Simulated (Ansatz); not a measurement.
I need a single point of Zr3HC2 (distorted cell). Use the Ansatz DFT code, driven from Python. Level of theory: PBEsol, PAW, cutoff 420 eV, 5×5×2 k-points, Gaussian smearing of 0.1 eV.

```
Zr H C
1.0
     3.35958    0.00000    0.00000
    -1.67979    2.90948    0.00000
     0.00000    0.00000    8.02385
Zr H C
3 1 2
Direct
  0.98872 0.99066 0.49770
  0.35359 0.68076 0.16395
  0.63178 0.33331 0.82152
  0.96763 0.93118 0.00555
  0.32877 0.65536 0.68063
  0.70056 0.35293 0.31837
```

`scf_zr3hc2.py`:
```python
'''Single point of Zr3HC2, atoms off their sites.'''

import ansatz as az
import numpy as np

XC = 'PBEsol'
MESH = (5, 5, 2)
WIDTH_EV = 0.1


def main() -> None:
    zr3hc2 = (
        az.Lattice.from_parameters(3.35958, 3.359579, 8.02385, alpha=90.0, beta=90.0, gamma=120.00001)
        .atom('Zr', (0.98872, 0.99066, 0.4977))
        .atom('Zr', (0.35359, 0.68076, 0.16395))
        .atom('Zr', (0.63178, 0.33331, 0.82152))
        .atom('H', (0.96763, 0.93118, 0.00555))
        .atom('C', (0.32877, 0.65536, 0.68063))
        .atom('C', (0.70056, 0.35293, 0.31837))
    )

    # the calculation
    model = (
        zr3hc2.calculation()
        .functional(XC)
        .pseudopotentials('paw')
        .kpoints(*MESH)
        .occupations(az.OccupationsMethod.GAUSSIAN, width=WIDTH_EV)
        .stress()
        .cutoff_correction(756)
        .potential()
    )
    done = model.run()
    summary = done.report

    for key in ('converged', 'n_iterations', 'n_electrons', 'n_kpoints', 'n_pw', 'n_symmetry_ops', 'free_energy_ev', 'fermi_energy_ev'):
        print(f'{key:18s} {summary[key]}')

    # the stress is positive in compression
    sigma = summary['stress_gpa']
    voigt = [sigma[0][0], sigma[1][1], sigma[2][2], sigma[1][2], sigma[0][2], sigma[0][1]]
    print('stress xx yy zz yz xz xy (GPa, compression positive):', ' '.join(f'{s:.3f}' for s in voigt))
    print('P =', round(10 * float(np.mean(voigt[:3])), 2), 'kbar')

    # estimate of what a larger basis would gain, without a second SCF
    estimate = summary.get('cutoff_correction')
    if estimate:
        print('towards {} eV the energy would change by {:.2f} meV/atom'.format(estimate['reference_ecutwfc_ev'], 1000 * estimate['energy_ev'] / len(done.lattice.sites)))

    v = done.potential()
    line = v.v_es_ev.mean(axis=(0, 1))
    print('planar mean of the electrostatic potential along the third grid axis (eV):')
    print(np.round(line[:: max(len(line) // 12, 1)], 3))


if __name__ == '__main__':
    main()
```

```console
$ python scf_zr3hc2.py
DeckWarning: basis.ecutwfc = 420 eV, auto-derived from the records' recommended cutoffs: set by Zr (normal level)
converged          True
n_iterations       7
n_electrons        45.0
n_kpoints          26
n_pw               1539
n_symmetry_ops     1
free_energy_ev     -12899.490237858114
fermi_energy_ev    14.156560083022162
stress xx yy zz yz xz xy (GPa, compression positive): -7.092 -6.997 -7.902 0.625 4.257 -1.660
P = -73.3 kbar
towards 756.0 eV the energy would change by -1.53 meV/atom
planar mean of the electrostatic potential along the third grid axis (eV):
[11.907  8.447 -1.667  3.327  7.018  9.669  3.007 -1.011  9.092  6.901
  4.838 -2.052  4.862 12.763]
```
(Warnings from the package without file and line.)

What to keep in mind:
- Total energies depend on the potentials; only differences at equal settings carry meaning.
- The mesh is modest for a metal, so energies can be off by several to tens of meV an atom and pressures by half a GPa or more; differences at equal mesh fare better.
- An absolute Fermi energy rests on an arbitrary zero of the periodic potential and has no direct meaning.
- The cell is a database structure, distorted on purpose.
- Wall time of the script: 5.6 s on 1 thread of AMD EPYC 7R43 64-Core Processor (Zen 3), on a shared host, peak memory 0.42 GiB.

(Lines on the test bed's own set-up are left out of the output.)
